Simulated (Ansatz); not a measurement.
# CH3Te radical: small, medium and large basis sets

One table from this session's results is given with a row withheld; the runs are named, their logs left out.

The runs use Ansatz 0.2.0, Gaussian basis; one geometry, several basis sets.

Levels to be run: PBE0-D4/def2-SVP; ωB97M-V/def2-SVP; PBE0-D4/def2-QZVPP; ωB97M-V/def2-QZVPP; the functionals' def2-TZVPP values are taken from earlier runs.

### The geometry

The geometry comes from an earlier relaxation with PBE0-D4 in a triple-zeta def2 set; it is a stationary point. Te takes the def2 core potential; no spin-orbit term is included.

SMILES `C[Te]`, 5 atoms, charge 0, spin multiplicity 2.

Atoms are counted from 1 here; the program's logs count them from 0.

Bond lengths: C1–Te2 2.136 Å, C1–H3 1.087 Å, C1–H4 1.087 Å, C1–H5 1.091 Å. Angles: Te2–C1–H3 110.1°, Te2–C1–H4 110.1°, Te2–C1–H5 106.5°, H3–C1–H4 111.4°, H3–C1–H5 109.3°, H4–C1–H5 109.3°.

Set-up of the first run:

in.yaml

```yaml
crystal:
  periodic: [false, false, false]
  atoms:
    - {symbol: C, position_ang: [-0.203929, -0.046081, -0.001386]}
    - {symbol: Te, position_ang: [1.911984, 0.238242, 0.073450]}
    - {symbol: H, position_ang: [-0.456780, -1.054791, 0.316204]}
    - {symbol: H, position_ang: [-0.702487, 0.699419, 0.613475]}
    - {symbol: H, position_ang: [-0.498789, 0.089510, -1.043242]}
basis:
  gaussian: {orbitals: def2-SVP}
magnetization: {spin_polarized: true, initial_magnetization: 1}
hamiltonian: {xc: pbe0, dispersion: d4}
output: {orbitals: {seedname: orbitals}}
```

Steps of the session up to this table: PBE0-D4 in def2-SVP; ωB97M-V in def2-SVP; PBE0-D4 in def2-QZVPP; ωB97M-V in def2-QZVPP.

One of the session's tables, all rows but one given; the rest of the session is left out.

It belongs to the step «Functionals by basis». 

```
functional       basis  HOMO (eV)  LUMO (eV)
   PBE0-D4    def2-SVP      -5.75      -3.69
   PBE0-D4  def2-TZVPP      -5.88      -3.71
   PBE0-D4  def2-QZVPP      -5.90      -3.71
   ωB97M-V    def2-SVP      -7.85      -1.66
   ωB97M-V  def2-TZVPP          ?          ?
   ωB97M-V  def2-QZVPP      -8.01      -1.79
```

Estimate the missing values for ωB97M-V, def2-TZVPP.

The run gave: HOMO (eV): -7.98; LUMO (eV): -1.78. In the column «HOMO (eV)» it lies between ωB97M-V, def2-QZVPP (-8.01) and ωB97M-V, def2-SVP (-7.85).
